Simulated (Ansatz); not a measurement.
Geometry optimisation, DFT LDA, scalar-relativistic, plane waves, PAW in Ansatz 0.2.0.

Input file:

```yaml
accuracy: low
crystal:
  lattice:
    - [0.0, 4.011, 4.011]
    - [4.011, 0.0, 4.011]
    - [4.011, 4.011, 0.0]
  atoms:
    - { symbol: Mg, position: [0.0, 0.0, 0.0] }
    - { symbol: O, position: [0.25, 0.25, 0.25] }
    - { symbol: Mg, position: [0.0, 0.0, 0.5] }
    - { symbol: O, position: [0.25, 0.25, 0.75] }
    - { symbol: Mg, position: [0.0, 0.5, 0.0] }
    - { symbol: O, position: [0.25, 0.75, 0.25] }
    - { symbol: Mg, position: [0.0, 0.5, 0.5] }
    - { symbol: O, position: [0.25, 0.75, 0.75] }
    - { symbol: Mg, position: [0.5, 0.0, 0.0] }
    - { symbol: O, position: [0.75, 0.25, 0.25] }
    - { symbol: Mg, position: [0.5, 0.0, 0.5] }
    - { symbol: O, position: [0.75, 0.25, 0.75] }
    - { symbol: Mg, position: [0.5, 0.5, 0.0] }
    - { symbol: O, position: [0.75, 0.75, 0.25] }
    - { symbol: Mg, position: [0.5, 0.5, 0.5] }
    - { symbol: O, position: [0.75, 0.75, 0.75] }
    - { symbol: Mg, position: [0.1330904, 0.6219745, 0.6253195] }
basis:
  ecutwfc: 420.0
kpoints:
  mp_grid: { grid: [2, 2, 2] }
hamiltonian:
  xc: lda
  pseudopotentials: { kind: paw, azcp: { folder: soft_1 } }
scf:
  occupations: { method: fermi_dirac, width: 0.02 }
  lower_state_search: "off"
relax:
  f_tol: 0.08
  max_steps: 25
  adjacent_minimum: "off"
```

Launched with:

```bash
$ ansatz run input.yaml --threads 1 --pin off --max-ram 3072MiB --backend cpu --events-out ev --progress --plain --runs-dir out
```

Q: Where does it end, and by what steps?

A: It converged. The force dipped under the threshold on the way, but the program's further checks kept it going. Limits of this set-up: coarse k mesh, PAW files made for another functional, low accuracy level. After 16 steps the energy has fallen by 6.777 eV; Mg15 moved furthest, 0.58 Å. Parted: O4–Mg15 (2.01 → 2.63 Å), O6–Mg15 (2.01 → 2.63 Å), O8–Mg15 (2.01 → 2.62 Å).

| step | energy less start (eV) | largest force component (eV/Å) | accepted |
| --- | --- | --- | --- |
| 0 | 0.0000 | 7.240 | yes |
| 1 | -3.7138 | 4.427 | yes |
| 2 | -6.3343 | 0.573 | yes |
| 3 | -6.5048 | 0.518 | yes |
| 4 | -6.5891 | 0.182 | yes |
| 5 | -6.6012 | 0.188 | yes |
| 6 | -6.6109 | 0.075 | yes |
| 7 | -6.6138 | 0.133 | yes |
| 8 | -6.6297 | 0.387 | yes |
| 9 | -6.6357 | 0.317 | yes |
| 10 | -6.6622 | 0.307 | yes |
| 11 | -6.4954 | 2.098 | no |
| 12 | -6.7632 | 0.244 | yes |
| 13 | -6.7247 | 0.617 | no |
| 14 | -6.7725 | 0.088 | yes |
| 15 | -6.7730 | 0.217 | yes |
| 16 | -6.7768 | 0.034 | yes |

```xyz
17
Lattice="0.0000 4.0110 4.0110 4.0110 0.0000 4.0110 4.0110 4.0110 0.0000" Properties=species:S:1:pos:R:3
Mg 0.072 -0.068 -0.074
O 1.996 2.016 2.017
Mg 2.103 1.909 0.087
O 4.053 3.968 1.774
Mg 2.106 0.083 1.906
O 4.052 1.780 3.974
Mg 3.927 1.908 1.907
O 6.244 3.969 3.974
Mg 0.017 1.965 1.971
O 1.930 3.976 3.974
Mg 2.046 3.995 1.969
O 4.046 6.096 3.976
Mg 2.042 1.968 3.994
O 4.050 3.974 6.088
Mg 3.675 4.353 4.343
O 5.969 6.063 6.066
Mg 4.806 3.217 3.215
```

Run time: 56 s on 1 thread of Arm Neoverse V2, with other jobs on the host, peak memory 0.37 GiB.
